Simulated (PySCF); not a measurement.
# Cu···H2···Cu: magnetic exchange

What do calculations give for the magnetic exchange of Cu···H2···Cu?

Programs: PySCF 2.14.0, with routines of our own; each step states its level. All values are computed. Atoms count from 0.

### Step 1. The system as given

4 atoms, charge 0, high-spin multiplicity 3; geometry from: GFN2-xTB fragments, placed rigidly.

The system (radical pair across a spacer): Cu···H2···Cu. The radical centres are 5.34 Å apart; the spin sites are atom 0 (1 unpaired) and atom 1 (1 unpaired).

### Step 2. Magnetic exchange: CASSCF and SC-NEVPT2/def2-TZVP (2,2)

Job settings and geometry (Å):

```
{"job": {"kind": "cas", "basis": "def2-TZVP", "active": "magnetic", "zfs": true}, "charge": 0, "high_spin_multiplicity": 3, "spin_sites": [[[0], 1], [[1], 1]]}
Cu     0.000000     0.000000    -2.670300
Cu     0.000000     0.000000     2.670300
H      0.000000    -0.000000    -0.388300
H     -0.000000     0.000000     0.388300
```

Level: CASSCF and SC-NEVPT2/def2-TZVP spin states, gas phase.

Command:

```bash
$ OMP_NUM_THREADS=1 python exch_run.py task.json out
```

The driver reads the jobs from task.json and runs them one after another.

Standard output:

```text
start orbitals: natural orbitals of the high-spin HF determinant (converged)
active space: 2 electrons in 2 orbitals, 29 closed; orbitals optimised for multiplicities 3 1
macro   0  E = -3278.9629704323  dE =  0.000e+00  |g| = 1.623e-02
macro   1  E = -3278.9631020071  dE = -1.316e-04  |g| = 4.223e-03
macro   2  E = -3278.9631073808  dE = -5.374e-06  |g| = 5.518e-03
macro   3  E = -3278.9631075316  dE = -1.508e-07  |g| = 4.720e-03
macro   4  E = -3278.9631080118  dE = -4.802e-07  |g| = 2.127e-04
macro   5  E = -3278.9631080261  dE = -1.431e-08  |g| = 1.016e-04
CASSCF converged, mean energy = -3278.9631080261
2S+1 = 3  root 0  E(CAS) = -3278.96234011  E(NEVPT2) = -3280.32792905  occupations 1.000 1.000
2S+1 = 1  root 0  E(CAS) = -3278.96387594  E(NEVPT2) = -3280.33022532  occupations 1.232 0.768
2S+1 = 1  root 1  E(CAS) = -3278.78525783  E(NEVPT2) = -3280.22163064  occupations 1.000 1.000
2S+1 = 1  root 2  E(CAS) = -3278.78184420  E(NEVPT2) = -3280.21622273  occupations 1.232 0.768
D(spin-spin) = -0.0183 cm-1, E/D = 0.000
D(spin-orbit) = 0.0000 cm-1, D(total) = -0.0183 cm-1, E/D = 0.000
```

It took 5.6 s on 1 thread of Intel Xeon Platinum 8488C (Sapphire Rapids), shared host.

Key values:

| quantity | value |
| --- | --- |
| J (CASSCF) | -169 cm⁻¹ |
| J (NEVPT2) | -252 cm⁻¹ |
| low less high spin (NEVPT2) | -1.4 kcal/mol |
| diradical index y0 | 0.77 |
| zero-field D | -0.018 cm⁻¹ |

Mulliken spin populations of the high-spin state:

| atom | value (e) |
| --- | --- |
| Cu0 | 1.00 |
| Cu1 | 1.00 |
| H2 | 0.00 |
| H3 | 0.00 |

### Step 3. Magnetic exchange: HF/def2-TZVP

Job settings and geometry (Å):

```
{"job": {"kind": "bs", "xc": "HF", "basis": "def2-TZVP", "rks": true}, "charge": 0, "high_spin_multiplicity": 3, "spin_sites": [[[0], 1], [[1], 1]]}
Cu     0.000000     0.000000    -2.670300
Cu     0.000000     0.000000     2.670300
H      0.000000    -0.000000    -0.388300
H     -0.000000     0.000000     0.388300
```

With the program's defaults for keys left out, this is: HF/def2-TZVP high-spin, broken-symmetry and restricted single points, gas phase.

Standard output:

```text
high-spin state, multiplicity 3
final grid: 36824 points
cycle   1  E = -3278.8431360171  dE = -9.952e-01  |g| = 8.588e-01  |ddm| = 1.154e+00
cycle   2  E = -3278.7783886040  dE =  6.475e-02  |g| = 1.157e+00  |ddm| = 6.317e-01
cycle   3  E = -3278.9623444558  dE = -1.840e-01  |g| = 4.664e-02  |ddm| = 2.604e-01
cycle   4  E = -3278.9633414033  dE = -9.969e-04  |g| = 1.118e-02  |ddm| = 7.622e-02
cycle   5  E = -3278.9635637427  dE = -2.223e-04  |g| = 4.128e-03  |ddm| = 5.767e-02
cycle   6  E = -3278.9635890496  dE = -2.531e-05  |g| = 8.259e-04  |ddm| = 2.136e-02
cycle   7  E = -3278.9635900113  dE = -9.618e-07  |g| = 2.489e-04  |ddm| = 2.041e-03
cycle   8  E = -3278.9635901326  dE = -1.213e-07  |g| = 9.774e-05  |ddm| = 1.370e-03
cycle   9  E = -3278.9635901551  dE = -2.250e-08  |g| = 4.392e-05  |ddm| = 4.976e-04
cycle  10  E = -3278.9635901611  dE = -5.980e-09  |g| = 1.507e-05  |ddm| = 2.599e-04
converged SCF energy = -3278.9635901611

broken-symmetry state, M_S = 0, start: spins of the second site flipped
final grid: 36824 points
cycle   1  E = -3278.9638201097  dE = -1.996e-03  |g| = 1.648e-02  |ddm| = 7.910e-02
cycle   2  E = -3278.9642105777  dE = -3.905e-04  |g| = 1.004e-02  |ddm| = 2.684e-02
cycle   3  E = -3278.9643775650  dE = -1.670e-04  |g| = 6.041e-03  |ddm| = 2.485e-02
cycle   4  E = -3278.9643901547  dE = -1.259e-05  |g| = 2.082e-03  |ddm| = 4.852e-03
cycle   5  E = -3278.9643966717  dE = -6.517e-06  |g| = 7.421e-04  |ddm| = 5.913e-03
cycle   6  E = -3278.9643982412  dE = -1.570e-06  |g| = 3.114e-04  |ddm| = 2.326e-03
cycle   7  E = -3278.9643985072  dE = -2.660e-07  |g| = 7.900e-05  |ddm| = 1.093e-03
cycle   8  E = -3278.9643985286  dE = -2.135e-08  |g| = 2.380e-05  |ddm| = 4.322e-04
cycle   9  E = -3278.9643985301  dE = -1.489e-09  |g| = 7.179e-06  |ddm| = 1.551e-04
converged SCF energy = -3278.9643985301

<S^2> high spin = 2.0043, broken symmetry = 0.9913
E(HS) - E(BS) = 177.42 cm-1
J_noodleman = -177.42 cm-1
J_unprojected = -88.71 cm-1
J_yamaguchi = -175.13 cm-1

restricted closed-shell singlet
final grid: 36824 points
cycle   1  E = -3278.9007317393  dE = -7.641e-03  |g| = 3.649e-02  |ddm| = 5.436e-01
cycle   2  E = -3278.9018586429  dE = -1.127e-03  |g| = 3.329e-02  |ddm| = 1.732e-01
cycle   3  E = -3278.9020645792  dE = -2.059e-04  |g| = 1.299e-02  |ddm| = 4.573e-02
cycle   4  E = -3278.9022430232  dE = -1.784e-04  |g| = 2.927e-03  |ddm| = 9.610e-02
cycle   5  E = -3278.9022538958  dE = -1.087e-05  |g| = 7.196e-04  |ddm| = 2.533e-02
cycle   6  E = -3278.9022541604  dE = -2.646e-07  |g| = 1.732e-04  |ddm| = 2.891e-03
cycle   7  E = -3278.9022541935  dE = -3.313e-08  |g| = 6.366e-05  |ddm| = 9.141e-04
cycle   8  E = -3278.9022541992  dE = -5.717e-09  |g| = 1.596e-05  |ddm| = 3.486e-04
converged SCF energy = -3278.9022541992
```

It took 2.2 s on 1 thread of Intel Xeon Platinum 8488C (Sapphire Rapids), shared host.

From this job:

| quantity | value |
| --- | --- |
| J (Yamaguchi) | -175 cm⁻¹ |
| low less high spin, projected | -1.0 kcal/mol |
| closed shell less high spin (no spin gap: the broken-symmetry state lies far lower) | 38.5 kcal/mol |

### Step 4. Magnetic exchange: TPSSh/def2-TZVP

Job settings and geometry (Å):

```
{"job": {"kind": "bs", "xc": "TPSSh", "grid": 2, "basis": "def2-TZVP", "rks": true}, "charge": 0, "high_spin_multiplicity": 3, "spin_sites": [[[0], 1], [[1], 1]]}
Cu     0.000000     0.000000    -2.670300
Cu     0.000000     0.000000     2.670300
H      0.000000    -0.000000    -0.388300
H     -0.000000     0.000000     0.388300
```

Method: TPSSh/def2-TZVP high-spin, broken-symmetry and restricted single points, gas phase.

Standard output:

```text
high-spin state, multiplicity 3
final grid: 36824 points
cycle   1  E = -3282.0394177566  dE =  7.094e-02  |g| = 8.308e-01  |ddm| = 6.049e-01
cycle   2  E = -3281.4095317799  dE =  6.299e-01  |g| = 2.196e+00  |ddm| = 1.008e+00
cycle   3  E = -3282.1546108960  dE = -7.451e-01  |g| = 1.480e-01  |ddm| = 5.904e-01
cycle   4  E = -3282.1593251660  dE = -4.714e-03  |g| = 2.787e-02  |ddm| = 1.047e-01
cycle   5  E = -3282.1594772675  dE = -1.521e-04  |g| = 4.473e-03  |ddm| = 1.661e-02
cycle   6  E = -3282.1594822437  dE = -4.976e-06  |g| = 4.124e-04  |ddm| = 4.150e-03
cycle   7  E = -3282.1594825276  dE = -2.839e-07  |g| = 1.682e-04  |ddm| = 1.616e-03
cycle   8  E = -3282.1594825558  dE = -2.825e-08  |g| = 3.139e-05  |ddm| = 5.198e-04
cycle   9  E = -3282.1594825590  dE = -3.243e-09  |g| = 1.234e-05  |ddm| = 2.071e-04
converged SCF energy = -3282.1594825590

broken-symmetry state, M_S = 0, start: spins of the second site flipped
final grid: 36824 points
cycle   1  E = -3282.1625459565  dE = -5.503e-03  |g| = 1.474e-02  |ddm| = 2.764e-01
cycle   2  E = -3282.1626708569  dE = -1.249e-04  |g| = 2.212e-02  |ddm| = 4.301e-02
cycle   3  E = -3282.1627422733  dE = -7.142e-05  |g| = 1.172e-02  |ddm| = 1.314e-02
cycle   4  E = -3282.1627688375  dE = -2.656e-05  |g| = 1.959e-03  |ddm| = 9.697e-03
cycle   5  E = -3282.1627718552  dE = -3.018e-06  |g| = 3.507e-04  |ddm| = 4.468e-03
cycle   6  E = -3282.1627720630  dE = -2.077e-07  |g| = 1.710e-04  |ddm| = 1.212e-03
cycle   7  E = -3282.1627720884  dE = -2.539e-08  |g| = 4.839e-05  |ddm| = 4.481e-04
cycle   8  E = -3282.1627720895  dE = -1.090e-09  |g| = 8.072e-06  |ddm| = 9.583e-05
converged SCF energy = -3282.1627720895

<S^2> high spin = 2.0069, broken symmetry = 0.8737
E(HS) - E(BS) = 721.97 cm-1
J_noodleman = -721.97 cm-1
J_unprojected = -360.98 cm-1
J_yamaguchi = -637.12 cm-1

restricted closed-shell singlet
final grid: 36824 points
cycle   1  E = -3282.1502542547  dE = -9.480e-04  |g| = 4.351e-02  |ddm| = 2.598e-01
cycle   2  E = -3282.1494035096  dE =  8.507e-04  |g| = 1.175e-01  |ddm| = 1.297e-01
cycle   3  E = -3282.1505386291  dE = -1.135e-03  |g| = 1.403e-02  |ddm| = 4.176e-02
cycle   4  E = -3282.1505822241  dE = -4.359e-05  |g| = 2.801e-03  |ddm| = 2.772e-02
cycle   5  E = -3282.1505826815  dE = -4.574e-07  |g| = 1.346e-03  |ddm| = 4.464e-03
cycle   6  E = -3282.1505812639  dE =  1.418e-06  |g| = 1.957e-03  |ddm| = 6.275e-03
cycle   7  E = -3282.1505833334  dE = -2.070e-06  |g| = 7.231e-05  |ddm| = 4.212e-03
cycle   8  E = -3282.1505833344  dE = -1.053e-09  |g| = 7.474e-06  |ddm| = 1.435e-04
converged SCF energy = -3282.1505833344
```

Run time: 15 s. Hardware: 1 thread of Intel Xeon Platinum 8488C (Sapphire Rapids), shared host.

Key values:

| quantity | value |
| --- | --- |
| J (Yamaguchi) | -637 cm⁻¹ |
| low less high spin, projected | -3.7 kcal/mol |
| closed shell less high spin (no spin gap: the broken-symmetry state lies far lower) | 5.6 kcal/mol |

### Step 5. Magnetic exchange: CASSCF and SC-NEVPT2/pcseg-1 (2,2)

Job settings and geometry (Å):

```
{"job": {"kind": "cas", "basis": "pcseg-1", "active": "magnetic", "zfs": true, "x2c": false, "max": 8, "thr": 0.005}, "charge": 0, "high_spin_multiplicity": 3, "spin_sites": [[[0], 1], [[1], 1]]}
Cu     0.000000     0.000000    -2.670300
Cu     0.000000     0.000000     2.670300
H      0.000000    -0.000000    -0.388300
H     -0.000000     0.000000     0.388300
```

With the program's defaults for keys left out, this is: CASSCF and SC-NEVPT2/pcseg-1 spin states, gas phase.

Standard output:

```text
start orbitals: natural orbitals of the high-spin HF determinant (converged)
active space: 2 electrons in 2 orbitals, 29 closed; orbitals optimised for multiplicities 3 1
macro   0  E = -3278.5037475178  dE =  0.000e+00  |g| = 1.608e-02
macro   1  E = -3278.5038645067  dE = -1.170e-04  |g| = 3.332e-03
macro   2  E = -3278.5038685336  dE = -4.027e-06  |g| = 1.829e-03
macro   3  E = -3278.5038686424  dE = -1.088e-07  |g| = 1.533e-03
macro   4  E = -3278.5038687538  dE = -1.114e-07  |g| = 2.015e-04
macro   5  E = -3278.5038687678  dE = -1.399e-08  |g| = 9.524e-05
CASSCF converged, mean energy = -3278.5038687678
2S+1 = 3  root 0  E(CAS) = -3278.50310366  E(NEVPT2) = -3279.23978720  occupations 1.000 1.000
2S+1 = 1  root 0  E(CAS) = -3278.50463387  E(NEVPT2) = -3279.24207767  occupations 1.236 0.764
2S+1 = 1  root 1  E(CAS) = -3278.33043492  E(NEVPT2) = -3279.12602501  occupations 1.000 1.000
2S+1 = 1  root 2  E(CAS) = -3278.32696297  E(NEVPT2) = -3279.12080817  occupations 1.236 0.764
D(spin-spin) = -0.0182 cm-1, E/D = 0.000
D(spin-orbit) = 0.0000 cm-1, D(total) = -0.0182 cm-1, E/D = 0.000
```

It took 3.3 s on 1 thread of Intel Xeon Platinum 8488C (Sapphire Rapids), shared host.

In short:

| quantity | value |
| --- | --- |
| J (CASSCF) | -168 cm⁻¹ |
| J (NEVPT2) | -251 cm⁻¹ |
| low less high spin (NEVPT2) | -1.4 kcal/mol |
| diradical index y0 | 0.76 |
| zero-field D | -0.018 cm⁻¹ |

### Step 6. Magnetic exchange: M06-2X/def2-TZVP

Job settings and geometry (Å):

```
{"job": {"kind": "bs", "xc": "M06-2X", "grid": 2, "basis": "def2-TZVP", "rks": true}, "charge": 0, "high_spin_multiplicity": 3, "spin_sites": [[[0], 1], [[1], 1]]}
Cu     0.000000     0.000000    -2.670300
Cu     0.000000     0.000000     2.670300
H      0.000000    -0.000000    -0.388300
H     -0.000000     0.000000     0.388300
```

Level: M06-2X/def2-TZVP high-spin, broken-symmetry and restricted single points, gas phase.

Standard output:

```text
high-spin state, multiplicity 3
coarse grid: 19824 points
cycle   1  E = -3281.6323408728  dE = -5.920e-01  |g| = 1.635e+00  |ddm| = 1.154e+00
cycle   2  E = -3280.7910435875  dE =  8.413e-01  |g| = 2.939e+00  |ddm| = 1.223e+00
cycle   3  E = -3282.0502163875  dE = -1.259e+00  |g| = 1.441e-01  |ddm| = 6.981e-01
cycle   4  E = -3282.0542653896  dE = -4.049e-03  |g| = 1.960e-02  |ddm| = 7.389e-02
cycle   5  E = -3282.0543448028  dE = -7.941e-05  |g| = 1.046e-03  |ddm| = 1.252e-02
cycle   6  E = -3282.0543470989  dE = -2.296e-06  |g| = 3.678e-04  |ddm| = 4.192e-03
final grid: 36824 points
cycle   7  E = -3282.0525635011  dE = -3.953e-07  |g| = 4.512e-04  |ddm| = 2.629e-03
cycle   8  E = -3282.0525635150  dE = -1.388e-08  |g| = 8.491e-04  |ddm| = 7.520e-04
cycle   9  E = -3282.0525636366  dE = -1.216e-07  |g| = 1.017e-04  |ddm| = 2.570e-04
cycle  10  E = -3282.0525636870  dE = -5.045e-08  |g| = 4.730e-05  |ddm| = 5.680e-04
cycle  11  E = -3282.0525636994  dE = -1.235e-08  |g| = 1.302e-05  |ddm| = 3.547e-04
cycle  12  E = -3282.0525636998  dE = -4.425e-10  |g| = 5.286e-06  |ddm| = 6.577e-05
converged SCF energy = -3282.0525636998

broken-symmetry state, M_S = 0, start: spins of the second site flipped
final grid: 36824 points
cycle   1  E = -3282.0547733347  dE = -2.868e-03  |g| = 9.124e-03  |ddm| = 1.555e-01
cycle   2  E = -3282.0553108690  dE = -5.375e-04  |g| = 5.648e-03  |ddm| = 6.175e-02
cycle   3  E = -3282.0554472098  dE = -1.363e-04  |g| = 7.724e-03  |ddm| = 3.206e-02
cycle   4  E = -3282.0555178567  dE = -7.065e-05  |g| = 1.411e-03  |ddm| = 2.886e-02
cycle   5  E = -3282.0555290557  dE = -1.120e-05  |g| = 4.077e-04  |ddm| = 1.536e-02
cycle   6  E = -3282.0555298467  dE = -7.910e-07  |g| = 1.345e-04  |ddm| = 3.924e-03
cycle   7  E = -3282.0555299075  dE = -6.081e-08  |g| = 7.121e-05  |ddm| = 6.131e-04
cycle   8  E = -3282.0555299247  dE = -1.715e-08  |g| = 2.397e-05  |ddm| = 3.806e-04
cycle   9  E = -3282.0555299278  dE = -3.093e-09  |g| = 1.147e-05  |ddm| = 1.732e-04
converged SCF energy = -3282.0555299278

<S^2> high spin = 2.0018, broken symmetry = 0.8967
E(HS) - E(BS) = 651.01 cm-1
J_noodleman = -651.01 cm-1
J_unprojected = -325.51 cm-1
J_yamaguchi = -589.15 cm-1

restricted closed-shell singlet
final grid: 36824 points
cycle   1  E = -3282.0390472951  dE = -1.711e-03  |g| = 2.379e-02  |ddm| = 2.231e-01
cycle   2  E = -3282.0391835724  dE = -1.363e-04  |g| = 3.689e-02  |ddm| = 7.955e-02
cycle   3  E = -3282.0393151259  dE = -1.316e-04  |g| = 9.267e-03  |ddm| = 1.429e-02
cycle   4  E = -3282.0393342187  dE = -1.909e-05  |g| = 2.885e-03  |ddm| = 7.680e-03
cycle   5  E = -3282.0393435947  dE = -9.376e-06  |g| = 9.969e-04  |ddm| = 1.582e-02
cycle   6  E = -3282.0393439146  dE = -3.199e-07  |g| = 1.818e-04  |ddm| = 3.210e-03
cycle   7  E = -3282.0393439305  dE = -1.590e-08  |g| = 2.256e-05  |ddm| = 6.481e-04
cycle   8  E = -3282.0393439313  dE = -7.230e-10  |g| = 8.170e-06  |ddm| = 1.268e-04
converged SCF energy = -3282.0393439313
```

Wall time 18 s (1 thread of Intel Xeon Platinum 8488C (Sapphire Rapids), shared host).

From this job:

| quantity | value |
| --- | --- |
| J (Yamaguchi) | -589 cm⁻¹ |
| low less high spin, projected | -3.4 kcal/mol |
| closed shell less high spin (no spin gap: the broken-symmetry state lies far lower) | 8.3 kcal/mol |

### Step 7. Magnetic exchange: TPSSh/6-31G-x

Job settings and geometry (Å):

```
{"job": {"kind": "bs", "xc": "TPSSh", "grid": 2, "basis": "6-31G-x", "rks": true}, "charge": 0, "high_spin_multiplicity": 3, "spin_sites": [[[0], 1], [[1], 1]]}
Cu     0.000000     0.000000    -2.670300
Cu     0.000000     0.000000     2.670300
H      0.000000    -0.000000    -0.388300
H     -0.000000     0.000000     0.388300
```

With the program's defaults for keys left out, this is: TPSSh/6-31G-x high-spin, broken-symmetry and restricted single points, gas phase.

Standard output:

```text
KeyError: 'Basis set 6-31G-x does not exist'
```

Hardware: 1 thread of Intel Xeon Platinum 8488C (Sapphire Rapids), shared host.

Diagnosis: The input was refused with the message shown. Cure: check the setting that the message names.

### Step 8. Spin gaps side by side

J for H = −2J S1·S2; the gap is low spin less high spin (projected; unprojected where the broken-symmetry state collapsed; or NEVPT2):

| step | level | geometry | J (cm⁻¹) | gap (kcal/mol) | time |
| --- | --- | --- | --- | --- | --- |
| 2 | CASSCF and SC-NEVPT2/def2-TZVP (2,2) | one | -252 | -1.4 | 5.6 s |
| 3 | HF/def2-TZVP | one | -175 | -1.0 | 2.2 s |
| 4 | TPSSh/def2-TZVP | one | -637 | -3.7 | 15 s |
| 5 | CASSCF and SC-NEVPT2/pcseg-1 (2,2) | one | -251 | -1.4 | 3.3 s |
| 6 | M06-2X/def2-TZVP | one | -589 | -3.4 | 18 s |

CASSCF times leave out a start SCF that an earlier step had already made.

### Step 9. What came out

| quantity | value |
| --- | --- |
| J (CASSCF) (step 2, CASSCF and SC-NEVPT2/def2-TZVP (2,2)) | -169 cm⁻¹ |
| J (NEVPT2) (step 2, CASSCF and SC-NEVPT2/def2-TZVP (2,2)) | -252 cm⁻¹ |
| low less high spin (NEVPT2) (step 2, CASSCF and SC-NEVPT2/def2-TZVP (2,2)) | -1.4 kcal/mol |
| diradical index y0 (step 2, CASSCF and SC-NEVPT2/def2-TZVP (2,2)) | 0.77 |
| J | -637 (TPSSh/def2-TZVP) to -175 cm⁻¹ (HF/def2-TZVP) |
| runs | 1 failed, 0 ended on unsound input |

What this shows: The levels with a meaningful J put the low-spin state lower (antiferromagnetic coupling), from -637 to -175 cm⁻¹.
